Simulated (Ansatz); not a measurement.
# Li3ZrN2: the cost of one run

Method: DFT PBE, scalar-relativistic, plane waves, PAW, in Ansatz 0.2.0.

## Step 1: The structure to begin with

The structure is trigonal, space group R-3m (No. 166). The conventional cell has a = 4.883 Å, b = 4.883 Å, c = 11.622 Å, α = 90.00°, β = 90.00°, γ = 120.00°. Around Li (site symmetry 2/m) lie 2 Zr at 2.40 Å and 4 Li at 2.44 Å and 6 N at 2.75 to 2.87 Å. Around Zr (site symmetry -3m) lie 6 Li at 2.40 Å and 6 N at 2.85 Å. N (site symmetry 3m) has 9 Li at 2.75 to 2.87 Å and 3 Zr at 2.85 Å in its first shell of neighbours.

Coordinates:

```xyz
6
Lattice="2.4414 1.4096 3.8741 -2.4414 1.4096 3.8741 0.0000 -2.8191 3.8741" Properties=species:S:1:pos:R:3 pbc="T T T"
Li   -1.2207    0.7048    1.9371
Li    1.2207    0.7048    1.9371
Li    0.0000   -1.4096    1.9371
Zr    0.0000    0.0000    0.0000
N     0.0000    0.0000    7.3197
N     0.0000    0.0000    4.3026
```

A structure generator made this guess: species swapped into a database cell of Zr2VNi3 (R-3m, No. 166), with N on the Zr sites, Zr on the V sites and Li on the Ni sites. Its size is a rough estimate.

## Step 2: A first look at the guess

input.yaml

```yaml
crystal:
  lattice:
    - [2.4414322, 1.40956154, 3.87410773]
    - [-2.4414322, 1.40956154, 3.87410773]
    - [0.0, -2.81912308, 3.87410773]
  atoms:
    - { symbol: Li, position: [0.0, 0.5, 0.0] }
    - { symbol: Li, position: [0.5, 0.0, 0.0] }
    - { symbol: Li, position: [0.0, 0.0, 0.5] }
    - { symbol: Zr, position: [0.0, 0.0, 0.0] }
    - { symbol: "N", position: [0.62979603, 0.62979603, 0.62979603] }
    - { symbol: "N", position: [0.37020397, 0.37020397, 0.37020397] }
basis:
  ecutwfc: 420
kpoints:
  mp_grid: { grid: [6, 6, 6] }
hamiltonian:
  xc: pbe
scf:
  occupations: { method: gaussian, width: 0.1 }
  lower_state_search: "off"
output:
  forces: true
  stress: true
  eigenvalues: true
```

Started as:

```console
$ ansatz run input.yaml --threads 1 --pin off --max-ram 2560MiB --backend cpu --events-out ev --progress --plain --runs-dir out
```

What time and memory should one allow on 1 thread of Intel Xeon at 2.50GHz (Skylake/Cascade Lake), shared host?

About 7.8 s, with a peak of 0.4 GiB.
